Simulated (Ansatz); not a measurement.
# Si3N4: the band gap up the ladder of functionals

An exercise on one series of results from a longer session: the logs are not shown, and one member is left open.

Program: Ansatz 0.2.0. PAW datasets, plane waves. Spin-unpolarised throughout; all numbers are computed.

**The cell**

The cell was relaxed beforehand with r2SCAN.

It is hexagonal, P6_3/m (No. 176); a = 7.606 Å, c = 2.906 Å in the conventional setting, 10.40 Å³ an atom. Near Si stand 4 N at 1.73–1.74 Å; near N stand 3 Si at 1.73 Å; near N stand 3 Si at 1.73–1.74 Å.

Structure file:

Space group P6_3/m (No. 176). a = 7.606 Å, b = 7.606 Å, c = 2.906 Å, α = 90.00°, β = 90.00°, γ = 120.00°
```csv
atom,site,symmetry,x,y,z
Si,6h,m..,0.2306,0.8246,0.7500
N,2d,-6..,0.3333,0.6667,0.7500
N,6h,m..,0.9687,0.6697,0.7500
```

The first run:

File input.yaml:

```yaml
crystal:
  lattice:
    - [7.6056646651, 0.0, 0.0]
    - [-3.8028323326, 6.5866988127, 0.0]
    - [0.0, 0.0, 2.9056457515]
  atoms:
    - { symbol: Si, position: [0.2306112179, 0.8245680157, 0.75] }
    - { symbol: Si, position: [0.4060432022, 0.2306112179, 0.25] }
    - { symbol: Si, position: [0.8245680157, 0.5939567978, 0.25] }
    - { symbol: Si, position: [0.1754319843, 0.4060432022, 0.75] }
    - { symbol: Si, position: [0.5939567978, 0.7693887821, 0.75] }
    - { symbol: Si, position: [0.7693887821, 0.1754319843, 0.25] }
    - { symbol: "N", position: [0.3333333333, 0.6666666667, 0.75] }
    - { symbol: "N", position: [0.6666666667, 0.3333333333, 0.25] }
    - { symbol: "N", position: [0.9687376679, 0.6696816984, 0.75] }
    - { symbol: "N", position: [0.2990559695, 0.9687376679, 0.25] }
    - { symbol: "N", position: [0.6696816984, 0.7009440305, 0.25] }
    - { symbol: "N", position: [0.3303183016, 0.2990559695, 0.75] }
    - { symbol: "N", position: [0.0312623321, 0.3303183016, 0.25] }
    - { symbol: "N", position: [0.7009440305, 0.0312623321, 0.75] }
kpoints:
  mp_grid: { grid: [6, 6, 8] }
  band_path:
    path:
      - [[0.0, 0.0, 0.0], [0.5, -9.397661397379e-18, 2.086921271165e-19], [0.3333333333333, 0.3333333333333, 1.391280847443e-19], [0.0, 0.0, 0.0], [2.596306404046e-35, -8.92200383905e-35, 0.5], [0.5, -9.755224114417e-18, 0.5], [0.3333333333333, 0.3333333333333, 0.5], [2.596306404046e-35, -8.92200383905e-35, 0.5]]
      - [[0.5, -9.755224114417e-18, 0.5], [0.5, -9.397661397379e-18, 2.086921271165e-19]]
      - [[0.3333333333333, 0.3333333333333, 0.5], [0.3333333333333, 0.3333333333333, 1.391280847443e-19]]
    npoints: 10
hamiltonian:
  xc: pbe
scf:
  occupations: { method: fermi_dirac, width: 0.02 }
  n_extra_bands: 7
output:
  forces: true
  stress: true
  eigenvalues: true
  write_density: true
  write_potential: true
  elf: true
  volumetric_format: npy
```

Steps of the session up to this table: PBE bands along the symmetry lines; Single point with r2SCAN; HSE06 at the same geometry; PBE0.

One of the session's tables, all rows but one given; the rest of the session is left out.

| level | gap (eV) |
| --- | --- |
| PBE | 4.34 |
| r2SCAN | 4.99 |
| HSE06 | ? |
| PBE0 | 6.54 |

Estimate the missing values for HSE06.

As computed: gap (eV): 5.77. In the column «gap (eV)» it lies between r2SCAN (4.99) and PBE0 (6.54).

Meshes: PBE 6×6×8, r2SCAN 6×6×8, HSE06 3×3×6, PBE0 3×3×6

PBE gives the least gap, 4.34 eV, and PBE0 the largest, 6.54 eV. Against HSE06, PBE is short by 1.43 eV, at 75 % of it, and r2SCAN 86 %. PBE0 lies 0.76 eV above HSE06, which differs from it by screening the long-range exchange.

Caveats from the session: Warnings in the runs' records: stress scf threshold loose, stress exchange threshold loose.
